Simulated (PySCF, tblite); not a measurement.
**B3FH5N3: geometry, infrared bands, NMR shifts, spin-spin couplings, electronic excitations and core binding energies**

What infrared bands, NMR shifts, spin-spin couplings, electronic excitations and core binding energies should B3FH5N3 (`FB1NBNBN1`) show?

The runs use tblite 0.8.0 and PySCF 2.14.0, with density-fitted response routines of our own; the level of theory stands in each step. All values are computed, except where a source is named. Atoms count from 0, in the outputs and in this text.

## 1. The molecule as given

12 atoms, charge 0, multiplicity 1; geometry from: force field or distance geometry start.

Bonds of the start (Å): F0–B1 1.43, B1–N2 1.55, N2–B3 1.52, B3–N4 1.52, N4–B5 1.54, B5–N6 1.52, N6–B1 1.53, N2–H7 1.05, B3–H8 1.19, N4–H9 1.04, B5–H10 1.18, N6–H11 1.05.

## 2. Optimising the geometry with GFN2-xTB

The job: settings as JSON, then the geometry in Å.

```
{"job": {"kind": "relax", "xc": "GFN2-xTB", "basis": "xTB"}, "charge": 0, "multiplicity": 1}
F     -2.769500     0.352700    -0.527000
B     -1.456300     0.247100     0.023300
N     -0.954300    -1.109500     0.572400
B      0.433400    -1.329100    -0.015600
N      1.482500    -0.229100     0.084700
B      0.817600     1.047600    -0.449400
N     -0.542600     1.476800     0.089700
H     -0.838600    -0.989400     1.605300
H      0.667600    -2.330000    -0.609600
H      2.264900    -0.475100    -0.561600
H      1.306700     1.643500    -1.344900
H     -0.410100     1.693800     1.106500
```

The run is started by

```
> OMP_NUM_THREADS=1 python probes_run.py task.json out
```

The driver reads the jobs from task.json and runs them one after another.

**Question.** This job is followed by: GFN2-xTB harmonic vibrations, gas phase; PBE0-D3(BJ)/def2-SVP geometry optimisation, gas phase; GIAO PBE0/pcSseg-1 NMR shielding, non-relativistic, gas phase; B3LYP/pcJ-1 indirect spin-spin coupling, non-relativistic, gas phase; TDDFT B3LYP/def2-SVPD, vertical, gas phase, core orbitals frozen in the response; GIAO WP04/pcSseg-2 NMR shielding, non-relativistic, gas phase; delta-SCF UKS SCAN, pcX-2 on the ionised atom, pcseg-1 elsewhere, spin-free X2C. What will the session give for the following? strongest single infrared mode (GFN2-xTB); zero-point energy (GFN2-xTB); point group; rotational constants (main isotopes); ¹H shifts against TMS (PBE0/pcSseg-1, means over atoms taken as alike); ¹⁹F shifts against CFCl3 (PBE0/pcSseg-1); ¹¹B shifts against BF3·OEt2 (PBE0/pcSseg-1, means over atoms taken as alike); ¹⁵N shifts against NH3 (PBE0/pcSseg-1, means over atoms taken as alike); largest coupling of the table (B3LYP/pcJ-1); lowest singlet (B3LYP/def2-SVPD); brightest single state of those computed; lowest triplet; vertical ionisation energy (ΔSCF); B1s binding energies, SCAN/pcX-2; N1s binding energies, SCAN/pcX-2; F1s binding energies, SCAN/pcX-2; range of the shift of N4.

As calculated:

```
                                                                    quantity                        value
                                   strongest single infrared mode (GFN2-xTB)        1414 cm⁻¹, 955 km/mol
                                                zero-point energy (GFN2-xTB)                52.3 kcal/mol
                                                                 point group                          C2v
                                        rotational constants (main isotopes)         5.25, 2.43, 1.66 GHz
      ¹H shifts against TMS (PBE0/pcSseg-1, means over atoms taken as alike)         5.39, 4.76, 4.75 ppm
                                    ¹⁹F shifts against CFCl3 (PBE0/pcSseg-1)                   -134.4 ppm
¹¹B shifts against BF3·OEt2 (PBE0/pcSseg-1, means over atoms taken as alike)               29.1, 22.7 ppm
     ¹⁵N shifts against NH3 (PBE0/pcSseg-1, means over atoms taken as alike)             141.3, 121.7 ppm
                                 largest coupling of the table (B3LYP/pcJ-1)      ¹J(B,H) B3–H8, 148.7 Hz
                                            lowest singlet (B3LYP/def2-SVPD)  6.84 eV (181 nm), f = 0.039
                                    brightest single state of those computed  state 8, 7.96 eV, f = 0.285
                                                              lowest triplet                      6.28 eV
                                           vertical ionisation energy (ΔSCF)                     10.21 eV
                                            B1s binding energies, SCAN/pcX-2      B1 197.66, B3 196.02 eV
                                            N1s binding energies, SCAN/pcX-2      N2 404.94, N4 404.79 eV
                                            F1s binding energies, SCAN/pcX-2                 F0 692.65 eV
                                                    range of the shift of N4           123.4 to 141.3 ppm
```

In words: All 30 modes are real, so the xTB geometry is a minimum. The strongest single mode, at 1414 cm⁻¹, is carried by N6, N2, B1, B5. Unscaled tight-binding wavenumbers are off by several per cent, some by more. Its intensities can rank the bands wrongly. The optimisation took 6 steps and gained 0.171 eV; among the close pairs (by a distance rule), B3–H8 changed most, from 1.158 to 1.209 Å (PBE0/def2-SVP). No frequency check was run at this level, so the end point may be a saddle. In the run at B3LYP/pcJ-1, the largest coupling of the table is B3–H8 (mean over like pairs), 148.7 Hz, of which the Fermi-contact term gives 148.5 Hz. Couplings across rotatable bonds belong to this one conformer; where others are populated, the observed values are averages. The first singlet state (HOMO→LUMO 0.83, HOMO−1→LUMO+2 0.16) lies at 6.84 eV and is weak; of the 10 states computed, the strongest absorption comes from state 8 at 7.96 eV. The lowest triplet lies 0.56 eV below the lowest singlet (triplets in Tamm-Dancoff, singlets in full TDDFT). ΔSCF puts the ionisation energy at 10.21 eV, 2.24 eV above −ε(HOMO). B1 (boron bonded to F, 2 N, in a 6-membered ring) binds its B1s electron 1.64 eV more tightly than B3 (boron bonded to 2 N, H, in a 6-membered ring). The N1s levels kept as sound span 0.15 eV, from N4 (nitrogen bonded to 2 B, H, in a 6-membered ring) up to N2 (nitrogen bonded to 2 B, H, in a 6-membered ring). Across the 2 runs the shift of N4 moves most, between 123.4 (WP04/pcSseg-2) and 141.3 ppm (PBE0/pcSseg-1). Most of that comes from the computed reference, not from the atom's own shielding.
